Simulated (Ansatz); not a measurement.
PtSe2, space group P-3m1: cell relaxations under several functionals, run with Ansatz 0.2.0 through its Python package.

Script `lattice_ptse2.py`:
```python
# -*- coding: utf-8 -*-
import warnings

import ansatz as az
import numpy as np

def edges_and_angles(cell):
    cell = np.asarray(cell)
    a, b, c = np.linalg.norm(cell, axis=1)
    cosines = cell[1] @ cell[2] / (b * c), cell[0] @ cell[2] / (a * c), cell[0] @ cell[1] / (a * b)
    return (a, b, c, *np.degrees(np.arccos(cosines)))

warnings.simplefilter("ignore", az.DeckWarning)

lattice = az.Lattice.of(
    (3.724, 0.0, 0.0),
    (-1.862, 3.2250786, 0.0),
    (0.0, 0.0, 5.062),
)
sites = [
    ("Pt", (0.0, 0.0, 0.0)),
    ("Se", (1 / 3, 2 / 3, 0.25)),
    ("Se", (2 / 3, 1 / 3, 0.75)),
]
structure = az.Crystal(lattice=lattice)
for symbol, position in sites:
    structure = structure.atom(symbol, position)

calculation = (
    structure.calculation()
    .basis(450)
    .occupations("cold", width=0.05)
    .kpoints(mesh=(9, 9, 6))
    .relax(cell=True, force_tolerance=0.03)
)

levels = [("pbesol", "none"), ("pbe", "none"), ("r2scan", "d4"), ("pbe", "d3bj")]
print("level            a       b       c    alpha   beta  gamma  V/atom  steps")
for name, dispersion in levels:
    seen = []
    run = calculation.functional(name, dispersion=dispersion).session().plan()
    result = run.execute(on_event=lambda e: seen.append(e) if e["event"] == "relax_step" else None)
    cell = result.lattice.cell_ang
    label = name if dispersion == "none" else f"{name}+{dispersion}"
    print("{:13s} {:7.4f} {:7.4f} {:7.4f} {:6.2f} {:6.2f} {:6.2f}".format(label, *edges_and_angles(cell)), f"{abs(np.linalg.det(cell)) / len(result.lattice.sites):7.3f} {len(seen):5d}")
```

Rank the levels of theory by the volume of the relaxed cell.

From smallest to largest: PBE+D3BJ (19.82 Å³ an atom, -2.2 % against the start), PBEsol (19.88 Å³ an atom, -1.9 % against the start), r2SCAN+D4 (21.57 Å³ an atom, +6.4 % against the start) and PBE (26.17 Å³ an atom, +29.2 % against the start). The spread is 32.1 % in volume.

The run itself:

```console
$ python lattice_ptse2.py
level            a       b       c    alpha   beta  gamma  V/atom  steps
pbesol         3.7572  3.7572  4.8778  90.00  90.00 120.00  19.877     6
pbe            3.7520  3.7520  6.4407  90.00  90.00 120.00  26.173    15
r2scan+d4      3.7246  3.7246  5.3864  90.00  90.00 120.00  21.571     8
pbe+d3bj       3.7694  3.7694  4.8310  90.00  90.00 120.00  19.815     7
```

The cutoff lies under the one recommended for these potentials in some of the runs. Dispersion corrections can be off by several per cent in the lattices of metals, and by several GPa in the pressure at a fixed cell. Of the deposited cell: the entry's cell lengths or inner coordinates differ somewhat from later room-temperature determinations. Spin-orbit coupling, which matters for elements this heavy, is left out. The structure is a deposited one; some such entries were measured under pressure or heat, so a shift against it needn't be the functional's error alone. The script silences the warnings on its input, which a real study should read. Run time: 4.2 min on 1 thread of Arm Neoverse V1, on a shared host, peak memory 0.64 GiB.
